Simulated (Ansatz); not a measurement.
# C2H7AlSi: how energies converge with the basis set

Aim: see how fast density functionals converge with the basis set for C2H7AlSi.

Computed with Ansatz 0.2.0, Gaussian basis. Level: one geometry, several basis sets.

The runs, in order: PBE0-D4/def2-SVP; ωB97M-V/def2-SVP; PBE0-D4/def2-QZVPP; ωB97M-V/def2-QZVPP; the functionals' def2-TZVPP values are taken from earlier runs.

## Step 1: Structure used throughout

All runs share one geometry, relaxed beforehand with PBE0-D4 in a triple-zeta def2 set.

11 atoms, charge 0, spin multiplicity 1.

Atoms are counted from 1 here; the program's logs count them from 0.

Bond lengths: Si1–C2 1.799 Å, Si1–Al4 2.551 Å, Si1–H5 1.482 Å, Si1–H6 1.492 Å, Si1–H7 1.613 Å, C2–C3 1.542 Å, C2–Al4 1.979 Å, C2–H8 1.084 Å, C3–Al4 1.931 Å, C3–H9 1.089 Å, C3–H10 1.090 Å, Al4–H7 1.857 Å, Al4–H11 1.570 Å. Angles: C2–Si1–Al4 50.6°, C2–Si1–H5 117.0°, C2–Si1–H6 124.4°, C2–Si1–H7 95.9°, Al4–Si1–H5 115.0°, Al4–Si1–H6 128.3°, Al4–Si1–H7 46.5°, H5–Si1–H6 110.0°, H5–Si1–H7 107.4°, H6–Si1–H7 96.9°, Si1–C2–C3 112.9°, Si1–C2–Al4 84.8°, Si1–C2–H8 122.5°, C3–C2–Al4 65.1°, C3–C2–H8 121.3°, Al4–C2–H8 133.8°, C2–C3–Al4 68.4°, C2–C3–H9 118.4° and more.

## Step 2: PBE0-D4 in def2-SVP

Input file in.yaml:

```yaml
crystal:
  periodic: [false, false, false]
  atoms:
    - {symbol: Si, position_ang: [-0.522760, 1.055862, -0.813276]}
    - {symbol: C, position_ang: [-0.734769, -0.141622, 0.512078]}
    - {symbol: C, position_ang: [0.552116, -0.365052, 1.331362]}
    - {symbol: Al, position_ang: [0.681042, -1.159174, -0.423963]}
    - {symbol: H, position_ang: [-1.528631, 1.040408, -1.902033]}
    - {symbol: H, position_ang: [0.001632, 2.439631, -0.622204]}
    - {symbol: H, position_ang: [0.834734, 0.412524, -1.400747]}
    - {symbol: H, position_ang: [-1.708319, -0.403940, 0.909995]}
    - {symbol: H, position_ang: [1.098878, 0.507250, 1.685249]}
    - {symbol: H, position_ang: [0.419530, -1.084455, 2.139490]}
    - {symbol: H, position_ang: [0.971948, -2.358333, -1.395453]}
basis:
  gaussian: {orbitals: def2-SVP}
hamiltonian: {xc: pbe0, dispersion: d4}
output: {orbitals: {seedname: orbitals}}
```

Command:

```bash
$ ansatz run in.yaml --threads 2 --pin off --events-out ev --progress --plain --max-ram 4352MiB
```

The runs that follow: ωB97M-V in def2-SVP; PBE0-D4 in def2-QZVPP; ωB97M-V in def2-QZVPP.

Before running them: what should the planned runs give, taken together? Wanted: PBE0-D4: double and triple zeta above quadruple; ωB97M-V: double and triple zeta above quadruple.

**Answer**, as computed:

| quantity | value |
| --- | --- |
| PBE0-D4: double and triple zeta above quadruple | 8.07, 0.60 eV |
| ωB97M-V: double and triple zeta above quadruple | 8.19, 0.57 eV |

**Reading.** PBE0-D4 gains 7.47 eV from double to triple zeta, then 0.60 eV more. Total energies overstate the basis error of differences, where much of it tends to cancel. The LUMO of ωB97M-V is positive and keeps falling with the basis (1.35 to 0.80 eV): an unbound level that the basis holds in place.
